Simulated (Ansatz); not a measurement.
# C10H23BO2: the cost of one run

Program: Ansatz 0.2.0, Gaussian basis. Level of theory: the settings change from run to run. These are calculated values, not measurements.

**1. The geometry**

The geometry comes from an earlier relaxation with PBE-D4/def2-SVP; it is a stationary point, not always the lowest conformer.

SMILES `CCCCCCCCCCB(O)O`, 36 atoms, charge 0, spin multiplicity 1.

Atoms are counted from 1 here; the program's logs count them from 0.

Bond lengths: C1–C2 1.530 Å, C1–H14 1.111 Å, C1–H15 1.110 Å, C1–H16 1.109 Å, C2–C3 1.534 Å, C2–H17 1.114 Å, C2–H18 1.112 Å, C3–C4 1.535 Å, C3–H19 1.114 Å, C3–H20 1.113 Å, C4–C5 1.533 Å, C4–H21 1.113 Å, C4–H22 1.114 Å, C5–C6 1.531 Å, C5–H23 1.113 Å, C5–H24 1.114 Å, C6–C7 1.531 Å, C6–H25 1.114 Å and more. Angles: C2–C1–H14 111.4°, C2–C1–H15 111.3°, C2–C1–H16 111.8°, H14–C1–H15 107.1°, H14–C1–H16 107.5°, H15–C1–H16 107.5°, C1–C2–C3 113.3°, C1–C2–H17 109.7°, C1–C2–H18 109.3°, C3–C2–H17 109.0°, C3–C2–H18 109.8°, H17–C2–H18 105.6°, C2–C3–C4 114.9°, C2–C3–H19 109.1°, C2–C3–H20 108.6°, C4–C3–H19 109.2°, C4–C3–H20 109.0°, H19–C3–H20 105.5° and more.

**2. HF/def2-SVPD**

Set apart from the defaults: relativity set to scalar.

File in.yaml:

```yaml
crystal:
  periodic: [false, false, false]
  atoms:
    - {symbol: C, position_ang: [-5.778772, 0.015967, -1.358872]}
    - {symbol: C, position_ang: [-4.506693, -0.329416, -0.582344]}
    - {symbol: C, position_ang: [-4.025464, 0.806889, 0.328558]}
    - {symbol: C, position_ang: [-2.781443, 0.481727, 1.166905]}
    - {symbol: C, position_ang: [-1.501805, 0.245343, 0.356872]}
    - {symbol: C, position_ang: [-0.264019, -0.013186, 1.220721]}
    - {symbol: C, position_ang: [1.012937, -0.261479, 0.412720]}
    - {symbol: C, position_ang: [2.252022, -0.520083, 1.276205]}
    - {symbol: C, position_ang: [3.536252, -0.814154, 0.487467]}
    - {symbol: C, position_ang: [4.052580, 0.355002, -0.361743]}
    - {symbol: B, position_ang: [5.395578, 0.099316, -1.157506]}
    - {symbol: O, position_ang: [5.948960, -1.162581, -1.134885]}
    - {symbol: O, position_ang: [5.946031, 1.159698, -1.846277]}
    - {symbol: H, position_ang: [-6.618630, 0.256334, -0.673119]}
    - {symbol: H, position_ang: [-5.624722, 0.901865, -2.010501]}
    - {symbol: H, position_ang: [-6.106428, -0.821726, -2.007530]}
    - {symbol: H, position_ang: [-4.679360, -1.239745, 0.035326]}
    - {symbol: H, position_ang: [-3.702069, -0.603067, -1.299260]}
    - {symbol: H, position_ang: [-3.824321, 1.710971, -0.291347]}
    - {symbol: H, position_ang: [-4.857160, 1.092327, 1.010732]}
    - {symbol: H, position_ang: [-2.601387, 1.313933, 1.883131]}
    - {symbol: H, position_ang: [-2.986650, -0.414287, 1.796737]}
    - {symbol: H, position_ang: [-1.643213, -0.614788, -0.334715]}
    - {symbol: H, position_ang: [-1.315679, 1.127269, -0.298397]}
    - {symbol: H, position_ang: [-0.104635, 0.851212, 1.905247]}
    - {symbol: H, position_ang: [-0.455526, -0.886084, 1.886050]}
    - {symbol: H, position_ang: [1.192313, 0.610933, -0.254531]}
    - {symbol: H, position_ang: [0.854657, -1.129781, -0.267672]}
    - {symbol: H, position_ang: [2.422037, 0.357441, 1.942138]}
    - {symbol: H, position_ang: [2.039942, -1.375020, 1.956709]}
    - {symbol: H, position_ang: [4.332473, -1.125015, 1.197523]}
    - {symbol: H, position_ang: [3.370869, -1.699865, -0.165662]}
    - {symbol: H, position_ang: [3.289498, 0.668374, -1.111655]}
    - {symbol: H, position_ang: [4.196523, 1.261574, 0.271099]}
    - {symbol: H, position_ang: [6.768954, -1.252536, -1.652400]}
    - {symbol: H, position_ang: [6.766331, 0.946658, -2.325722]}
basis:
  gaussian: {orbitals: def2-SVPD}
hamiltonian: {xc: {name: HF}, pseudopotentials: {relativity: scalar}}
scf: {omitted_lower_state_checks: [starts]}
output: {forces: true}
```

The run is started by

```
$ ansatz run in.yaml --threads 4 --pin off --events-out ev --progress --plain --max-ram 9574MiB
```

Q: Estimate wall time and peak memory on 4 threads of Arm Neoverse N1, shared host.

About 61 s, with a peak of 3.7 GiB.
